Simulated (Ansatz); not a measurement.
Relaxation of a periodic cell of 63 atoms, AlSi$_{62}$ (host Si, host structure diamond, dopant Al, one Si atom removed), to a largest force component of 0.03 eV/Å in at most 60 steps.

Computed with Ansatz 0.2.0, DFT LDA, scalar-relativistic, plane waves, PAW. Settings: PAW set soft_1, cutoff 420 eV, k mesh 1x1x1, gaussian smearing 0.02 eV, spin collinear.

```xyz
63
Lattice="10.8600 0.0000 0.0000 0.0000 10.8600 0.0000 0.0000 0.0000 10.8600" Properties=species:S:1:pos:R:3
Si 5.430 0.000 0.000
Si 6.787 1.357 1.357
Si 8.145 2.715 0.000
Al 10.860 2.715 2.715
Si 8.145 0.000 2.715
Si 9.502 1.357 4.072
Si 0.000 0.000 0.000
Si 1.357 1.357 1.357
Si 2.715 2.715 0.000
Si 4.072 4.072 1.357
Si 5.430 5.430 0.000
Si 6.787 6.787 1.357
Si 8.145 8.145 0.000
Si 9.502 9.502 1.357
Si 2.715 0.000 2.715
Si 4.072 1.357 4.072
Si 5.430 2.715 2.715
Si 6.787 4.072 4.072
Si 8.145 5.430 2.715
Si 9.502 6.787 4.072
Si 5.430 0.000 5.430
Si 6.787 1.357 6.787
Si 8.145 2.715 5.430
Si 9.502 4.072 6.787
Si 8.145 0.000 8.145
Si 9.502 1.357 9.502
Si 0.000 5.430 0.000
Si 1.357 6.787 1.357
Si 2.715 8.145 0.000
Si 4.072 9.502 1.357
Si 1.357 4.072 4.072
Si 2.715 5.430 2.715
Si 4.072 6.787 4.072
Si 5.430 8.145 2.715
Si 6.787 9.502 4.072
Si 0.000 0.000 5.430
Si 1.357 1.357 6.787
Si 2.715 2.715 5.430
Si 4.072 4.072 6.787
Si 5.430 5.430 5.430
Si 6.787 6.787 6.787
Si 8.145 8.145 5.430
Si 9.502 9.502 6.787
Si 2.715 0.000 8.145
Si 4.072 1.357 9.502
Si 5.430 2.715 8.145
Si 6.787 4.072 9.502
Si 8.145 5.430 8.145
Si 9.502 6.787 9.502
Si 0.000 8.145 2.715
Si 1.357 9.502 4.072
Si 0.000 5.430 5.430
Si 1.357 6.787 6.787
Si 2.715 8.145 5.430
Si 4.072 9.502 6.787
Si 0.000 2.715 8.145
Si 1.357 4.072 9.502
Si 2.715 5.430 8.145
Si 4.072 6.787 9.502
Si 5.430 8.145 8.145
Si 6.787 9.502 9.502
Si 0.000 8.145 8.145
Si 1.357 9.502 9.502
```

**Question.** Where does it end, and by what steps?

**Answer.** The run converged. Limits of this set-up: coarse k mesh, PAW files made for another functional, a typed lattice constant that wasn't relaxed here. After 9 steps the energy has fallen by 0.279 eV; Al4 moved furthest, 1.15 Å.

```tsv
step	energy less start (eV)	largest force component (eV/Å)	accepted
0	0.0000	0.794	yes
1	-0.1625	0.157	yes
2	-0.1861	0.090	yes
3	-0.2053	0.053	yes
4	-0.2256	0.036	yes
5	-0.2442	0.053	yes
6	-0.2622	0.052	yes
7	-0.2742	0.046	yes
8	-0.2780	0.034	yes
9	-0.2790	0.011	yes
```

```xyz
63
Lattice="10.8600 0.0000 0.0000 0.0000 10.8600 0.0000 0.0000 0.0000 10.8600" Properties=species:S:1:pos:R:3
Si 5.437 -0.026 -0.007
Si 6.792 1.330 1.369
Si 8.288 2.666 0.143
Al 10.195 3.380 2.050
Si 8.139 -0.017 2.725
Si 9.475 1.479 3.951
Si 0.010 -0.017 -0.006
Si 1.236 1.479 1.330
Si 2.732 2.705 -0.006
Si 4.085 4.062 1.368
Si 5.482 5.397 0.033
Si 6.885 6.690 1.413
Si 8.178 8.093 0.033
Si 9.513 9.490 1.368
Si 2.638 0.077 2.681
Si 4.041 1.369 4.061
Si 5.439 2.705 2.725
Si 6.792 4.061 4.100
Si 8.288 5.287 2.764
Si 9.514 6.783 4.100
Si 5.404 0.006 5.424
Si 6.783 1.328 6.802
Si 8.139 2.705 5.447
Si 9.513 4.062 6.800
Si 8.138 -0.026 8.152
Si 9.514 1.330 9.507
Si 0.049 5.287 0.143
Si 1.385 6.783 1.369
Si 2.741 8.138 -0.007
Si 4.068 9.507 1.373
Si 1.236 4.100 3.951
Si 2.732 5.436 2.725
Si 4.087 6.792 4.102
Si 5.456 8.119 2.721
Si 6.783 9.488 4.102
Si -0.034 0.077 5.353
Si 1.346 1.369 6.756
Si 2.638 2.749 5.353
Si 4.068 4.057 6.783
Si 5.437 5.437 5.456
Si 6.815 6.760 6.835
Si 8.138 8.138 5.456
Si 9.518 9.507 6.783
Si 2.709 0.006 8.119
Si 4.087 1.328 9.498
Si 5.456 2.709 8.171
Si 6.885 4.017 9.600
Si 8.178 5.397 8.197
Si 9.558 6.690 9.600
Si 0.010 8.136 2.725
Si 1.346 9.534 4.061
Si 0.010 5.436 5.447
Si 1.387 6.792 6.802
Si 2.709 8.171 5.424
Si 4.081 9.494 6.796
Si 0.010 2.705 8.154
Si 1.385 4.061 9.507
Si 2.741 5.437 8.152
Si 4.120 6.760 9.530
Si 5.442 8.133 8.157
Si 6.815 9.455 9.530
Si 0.006 8.119 8.171
Si 1.387 9.488 9.498
```

Whether the end is a true minimum wasn't checked by a vibrational analysis.

Run time: 62 s on 4 threads of Arm Neoverse V2, with other jobs on the host, peak memory 1.5 GiB.
